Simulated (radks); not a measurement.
# Sc⁻ inside a hard spherical wall

What does compression do to the levels of Sc⁻? A hard sphere of shrinking radius stands in for pressure; the configuration is held at [Ar] 3d2 4s2.

Program: radks (a radial shooting solver on a logarithmic mesh, Libxc functionals) version 1. Level of theory: scalar-relativistic Kohn-Sham, LDA (Slater exchange, VWN5 correlation), spin-polarised, spherical densities, finite nucleus; open shells are filled with parallel spins first. These are calculated values, not measurements, unless marked.

### 1 The system

| Quantity | Value |
| --- | --- |
| element | scandium (Z = 21) |
| charge | -1 |
| electrons | 22 |
| configuration | [Ar] 3d2 4s2 |
| nuclear rms radius | 3.5459 fm |

The outer shells:

Sc⁻
```
[Ar] core
3d [↑ ][↑ ][  ][  ][  ]
4s [↑↓]
```

### 2 Wall at 20 bohr

Settings of this run:

```text
Z 21
configuration [Ar] 3d2 4s2 4p0 5s0 4d0
relativity scalar-relativistic
functional lda,vwn5
spin polarised
nucleus finite rms 3.5459 fm
wall 20 bohr
c 137.035999084
```

On the command line:

```
$ python run_ks.py task.json out
```

All runs below come from this command, one after another.

### 3 Wall at 12 bohr

Input: that of step 2 with these lines changed.

```diff
@@ -6,3 +6,3 @@
 nucleus finite rms 3.5459 fm
-wall 20 bohr
+wall 12 bohr
 c 137.035999084
```

### 4 Wall at 10 bohr

Input: that of step 3 with these lines changed.

```diff
@@ -6,3 +6,3 @@
 nucleus finite rms 3.5459 fm
-wall 12 bohr
+wall 10 bohr
 c 137.035999084
```

### 5 Wall at 8 bohr

Input: that of step 4 with these lines changed.

```diff
@@ -6,3 +6,3 @@
 nucleus finite rms 3.5459 fm
-wall 10 bohr
+wall 8 bohr
 c 137.035999084
```

### 6 Wall at 7 bohr

Input: that of step 5 with these lines changed.

```diff
@@ -6,3 +6,3 @@
 nucleus finite rms 3.5459 fm
-wall 8 bohr
+wall 7 bohr
 c 137.035999084
```

### 7 Wall at 5 bohr

Input: that of step 6 with these lines changed.

```diff
@@ -6,3 +6,3 @@
 nucleus finite rms 3.5459 fm
-wall 7 bohr
+wall 5 bohr
 c 137.035999084
```

### 8 Wall at 3.5 bohr

Input: that of step 7 with these lines changed.

```diff
@@ -6,3 +6,3 @@
 nucleus finite rms 3.5459 fm
-wall 5 bohr
+wall 3.5 bohr
 c 137.035999084
```

### 9 Wall at 3 bohr

Input: that of step 8 with these lines changed.

```diff
@@ -6,3 +6,3 @@
 nucleus finite rms 3.5459 fm
-wall 3.5 bohr
+wall 3 bohr
 c 137.035999084
```

### 10 Wall at 2.5 bohr

Input: that of step 9 with these lines changed.

```diff
@@ -6,3 +6,3 @@
 nucleus finite rms 3.5459 fm
-wall 3 bohr
+wall 2.5 bohr
 c 137.035999084
```

### 11 Wall at 1.5 bohr

Input: that of step 10 with these lines changed.

```diff
@@ -6,3 +6,3 @@
 nucleus finite rms 3.5459 fm
-wall 2.5 bohr
+wall 1.5 bohr
 c 137.035999084
```

Before running it: what results should come out? Wanted: for each run, R; E − E(widest); ε(4p, empty); ε(5s, empty); ε(3d); ε(4d, empty); pressure.

**Answer**, as computed:

```tsv
R (bohr)	E − E(widest) (eV)	ε(4p, empty) (eV)	ε(5s, empty) (eV)	ε(3d) (eV)	ε(4d, empty) (eV)	pressure (GPa)
20	0.000	1.594	1.719	1.852	2.249	0.00328
12	0.233	2.498	4.053	2.774	4.676	0.0505
10	0.530	3.135	5.937	3.358	6.204	0.211
8	1.499	4.551	10.064	4.583	9.161	1.16
7	2.753	5.962	14.106	5.711	11.819	3.09
5	11.422	13.219	34.119	10.496	23.531	31.4
3.5	45.352	34.387	87.910	20.571	50.591	347
3	81.753	53.086	132.26	28.189	71.266	1000
2.5	164.99	89.357	214.17	42.124	108.07	3501
1.5	1104.6	369.77	801.24	139.28	353.93	99098
```

**Reading.** Eigenvalues are for spin up. At the tightest wall, 1.5 bohr, the energy stands 1104.6 eV above the widest wall (20 bohr) and the pressure, −dE/dV, is 99098 GPa. Of the levels in the table that exist at both ends, 5s (empty) rises most from the widest wall (20 bohr) (799.52 eV). From R = 20 bohr inwards the highest occupied level lies above zero, in an anion first from self-interaction, then from the wall. Shells are not refilled when levels cross, and a hard wall is a model, not a crystal.
